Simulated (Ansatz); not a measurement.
# FePt: the cost of one run

Program: Ansatz 0.2.0. Level of theory: DFT PBE, PAW, plane waves, scalar-relativistic. These are calculated values, not measurements.

### Step 1. The system as given

Symmetry: P4/mmm, No. 123, tetragonal system. The conventional cell has a = 2.724 Å, b = 2.724 Å, c = 3.720 Å, α = 90.00°, β = 90.00°, γ = 90.00°. Fe (site symmetry 4/mmm) has 8 Pt at 2.68 Å and 4 Fe at 2.72 Å as nearest neighbours. Around Pt (site symmetry 4/mmm) lie 8 Fe at 2.68 Å and 4 Pt at 2.72 Å.

Coordinates:

```cif
data_structure
_symmetry_space_group_name_H-M 'P4/mmm'
_symmetry_Int_Tables_number 123
_cell_length_a 2.7235
_cell_length_b 2.7235
_cell_length_c 3.7200
_cell_angle_alpha 90.000
_cell_angle_beta 90.000
_cell_angle_gamma 90.000
_cell_volume 27.59
loop_
_atom_site_label
_atom_site_type_symbol
_atom_site_symmetry_multiplicity
_atom_site_Wyckoff_symbol
_atom_site_fract_x
_atom_site_fract_y
_atom_site_fract_z
_atom_site_occupancy
Fe1 Fe 1 a 0.00000 0.00000 0.00000 1
Pt1 Pt 1 d 0.50000 0.50000 0.50000 1
```

Atoms are counted from 1 in the order of input.yaml (Pt4 and so on).

Known so far: 9 plain starts ended in 3 states. The lowest came from “parallel moments scaled by 0.03, plain SCF [Fe1 0.12, Fe2 0.12 μB]”: ferromagnetic, site moments Fe1 2.97, Fe2 2.97, Pt3 0.39, Pt4 0.39 μB, total 6.59 μB per cell, no gap on the k-mesh, free energy -34007.9185 eV.

Runs to come: parallel moments, default search for lower states; opposed moments +-, default search for lower states; the moments typed in its input, symmetry off, plain SCF; the moments typed in its input, standard search for lower states.

A plain SCF has the search for lower states switched off and ends at the first converged state. The default search lets the program follow hints of a lower state (another filling of open shells, a soft direction), where it sees any. The standard and full searches may also try other magnetic orders and fillings, and need not reach the lowest state. With a search on, the program may also reshape the start on open shells. 

Site moments are integrals over atomic spheres and don't add up to the total.

### Step 2. Parallel moments, default search for lower states

File input.yaml:

```yaml
crystal:
  lattice:
    - [-2.7235, -2.7235, 0.0]
    - [-2.7235, 2.7235, 0.0]
    - [0.0, 0.0, -3.72]
  atoms:
    - { symbol: Fe, position: [0.0, 0.0, 0.0], spin: 4.0 }
    - { symbol: Fe, position: [0.5, 0.5, 0.0], spin: 4.0 }
    - { symbol: Pt, position: [0.0, 0.5, 0.5] }
    - { symbol: Pt, position: [0.5, 0.0, 0.5] }
magnetization:
  spin_polarized: true
hamiltonian:
  xc: pbe
  pseudopotentials: { kind: paw }
basis:
  ecutwfc: 420
kpoints:
  mp_grid: { grid: [8, 8, 8] }
scf:
  occupations: { method: fermi_dirac, width: 0.05 }
output:
  forces: true
  stress: true
```

Started as:

```sh
$ ansatz run input.yaml --threads 2 --pin off --max-ram 5120MiB --backend cpu --events-out ev --progress --plain --runs-dir out
```

What time and memory should one allow on 2 threads of an x86-64 CPU, shared host?

About 8.3 s, with a peak of 0.64 GiB.
